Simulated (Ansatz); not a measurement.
# F4H2In2S2: how energies converge with the basis set

Aim: see how fast density functionals converge with the basis set for F4H2In2S2.

Computed with Ansatz 0.2.0, Gaussian basis. Level: one geometry, several basis sets.

Levels to be run: PBE0-D4/def2-SVP; ωB97M-V/def2-SVP; PBE0-D4/def2-QZVPP; ωB97M-V/def2-QZVPP; the functionals' def2-TZVPP values are taken from earlier runs.

1 further run of the same task is left out (it didn't finish).

### Step 1. The relaxed structure

All runs share one geometry, relaxed beforehand with PBE0-D4 in a triple-zeta def2 set. In takes the def2 core potential; no spin-orbit term is included.

SMILES `[F][In-]1([F])[SH+][In-]([F])([F])[SH+]1`, 10 atoms, charge 0, spin multiplicity 1.

Atoms are counted from 1 here; the program's logs count them from 0.

Bond lengths: F1–In2 1.936 Å, In2–F3 1.936 Å, In2–S4 2.544 Å, In2–S8 2.544 Å, S4–In5 2.544 Å, S4–H9 1.348 Å, In5–F6 1.936 Å, In5–F7 1.936 Å, In5–S8 2.544 Å, S8–H10 1.348 Å. Angles: F1–In2–F3 122.7°, F1–In2–S4 111.1°, F1–In2–S8 106.8°, F3–In2–S4 106.7°, F3–In2–S8 111.1°, S4–In2–S8 95.0°, In2–S4–In5 85.0°, In2–S4–H9 92.6°, In5–S4–H9 92.6°, S4–In5–F6 106.8°, S4–In5–F7 111.1°, S4–In5–S8 95.0°, F6–In5–F7 122.7°, F6–In5–S8 111.1°, F7–In5–S8 106.7°, In2–S8–In5 85.0°, In2–S8–H10 92.6°, In5–S8–H10 92.6°.

As a file:

| atom | x (Å) | y (Å) | z (Å) |
| --- | --- | --- | --- |
| F1 | 0.8941 | -3.0047 | -0.2799 |
| In2 | 0.7660 | -1.3566 | 0.7276 |
| F3 | 1.4659 | -1.1727 | 2.5232 |
| S4 | -1.6288 | -0.4992 | 0.7836 |
| In5 | -0.7657 | 1.3568 | -0.7275 |
| F6 | -0.8920 | 3.0036 | 0.2824 |
| F7 | -1.4665 | 1.1761 | -2.5231 |
| S8 | 1.6287 | 0.4983 | -0.7853 |
| H9 | -1.4094 | 0.2232 | 1.9006 |
| H10 | 1.4077 | -0.2247 | -1.9017 |

### Step 2. PBE0-D4 in def2-SVP

The input, in.yaml:

```yaml
crystal:
  periodic: [false, false, false]
  atoms:
    - {symbol: F, position_ang: [0.894091, -3.004679, -0.279905]}
    - {symbol: In, position_ang: [0.766001, -1.356565, 0.727580]}
    - {symbol: F, position_ang: [1.465899, -1.172712, 2.523187]}
    - {symbol: S, position_ang: [-1.628776, -0.499246, 0.783619]}
    - {symbol: In, position_ang: [-0.765737, 1.356803, -0.727505]}
    - {symbol: F, position_ang: [-0.891977, 3.003571, 0.282427]}
    - {symbol: F, position_ang: [-1.466456, 1.176069, -2.523089]}
    - {symbol: S, position_ang: [1.628656, 0.498250, -0.785274]}
    - {symbol: H, position_ang: [-1.409410, 0.223211, 1.900610]}
    - {symbol: H, position_ang: [1.407710, -0.224692, -1.901650]}
basis:
  gaussian: {orbitals: def2-SVP}
hamiltonian: {xc: pbe0, dispersion: d4}
output: {orbitals: {seedname: orbitals}}
```

After this run come: ωB97M-V in def2-SVP; PBE0-D4 in def2-QZVPP; ωB97M-V in def2-QZVPP.

Before running them: what should the planned runs give, taken together? Wanted: PBE0-D4: double and triple zeta above quadruple; ωB97M-V: double and triple zeta above quadruple.

As calculated:

| quantity | value |
| --- | --- |
| PBE0-D4: double and triple zeta above quadruple | 23.35, 1.40 eV |
| ωB97M-V: double and triple zeta above quadruple | 23.48, 1.32 eV |

In words: For PBE0-D4 the step from double to triple zeta gains 21.96 eV and the next only 1.40 eV. Total energies overstate the basis error of differences, where much of it tends to cancel.
